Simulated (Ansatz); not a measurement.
# Cl2HISi: small, medium and large basis sets

The task here is to estimate one member of a computed series from the others.

The runs use Ansatz 0.2.0, Gaussian basis; one geometry, several basis sets.

The runs, in order: PBE0-D4/def2-SVP; ωB97M-V/def2-SVP; PBE0-D4/def2-QZVPP; ωB97M-V/def2-QZVPP; the functionals' def2-TZVPP values are taken from earlier runs.

## Structure used throughout

All runs share one geometry, relaxed beforehand with PBE0-D4 in a triple-zeta def2 set. I takes the def2 core potential; no spin-orbit term is included.

SMILES `Cl[SiH](Cl)I`, 5 atoms, charge 0, spin multiplicity 1.

Atoms are counted from 1 here; the program's logs count them from 0.

Bond lengths: Cl1–Si2 2.034 Å, Si2–Cl3 2.034 Å, Si2–I4 2.417 Å, Si2–H5 1.472 Å. Angles: Cl1–Si2–Cl3 109.2°, Cl1–Si2–I4 110.1°, Cl1–Si2–H5 108.9°, Cl3–Si2–I4 110.1°, Cl3–Si2–H5 108.9°, I4–Si2–H5 109.6°.

Set-up of the first run:

in.yaml reads:

```yaml
crystal:
  periodic: [false, false, false]
  atoms:
    - {symbol: Cl, position_ang: [0.706043, 0.318155, 1.867342]}
    - {symbol: Si, position_ang: [0.094153, -0.133979, -0.019247]}
    - {symbol: Cl, position_ang: [1.181467, 0.950069, -1.353657]}
    - {symbol: I, position_ang: [-2.259107, 0.358013, -0.270074]}
    - {symbol: H, position_ang: [0.327344, -1.565957, -0.265764]}
basis:
  gaussian: {orbitals: def2-SVP}
hamiltonian: {xc: pbe0, dispersion: d4}
output: {orbitals: {seedname: orbitals}}
```

Among the steps run: PBE0-D4 in def2-SVP; ωB97M-V in def2-SVP; PBE0-D4 in def2-QZVPP; ωB97M-V in def2-QZVPP.

One table of the session follows, with a row left open; its other results are not shown here.

It belongs to the step «Density functionals: the series». 

```
functional       basis  HOMO (eV)
   PBE0-D4    def2-SVP      -8.08
   PBE0-D4  def2-TZVPP      -8.14
   PBE0-D4  def2-QZVPP      -8.16
   ωB97M-V    def2-SVP     -10.17
   ωB97M-V  def2-TZVPP     -10.26
   ωB97M-V  def2-QZVPP          ?
```

Q: Estimate the row for ωB97M-V, def2-QZVPP from the others.

**Answer.** HOMO (eV): -10.28. In the column «HOMO (eV)» it is the lowest.
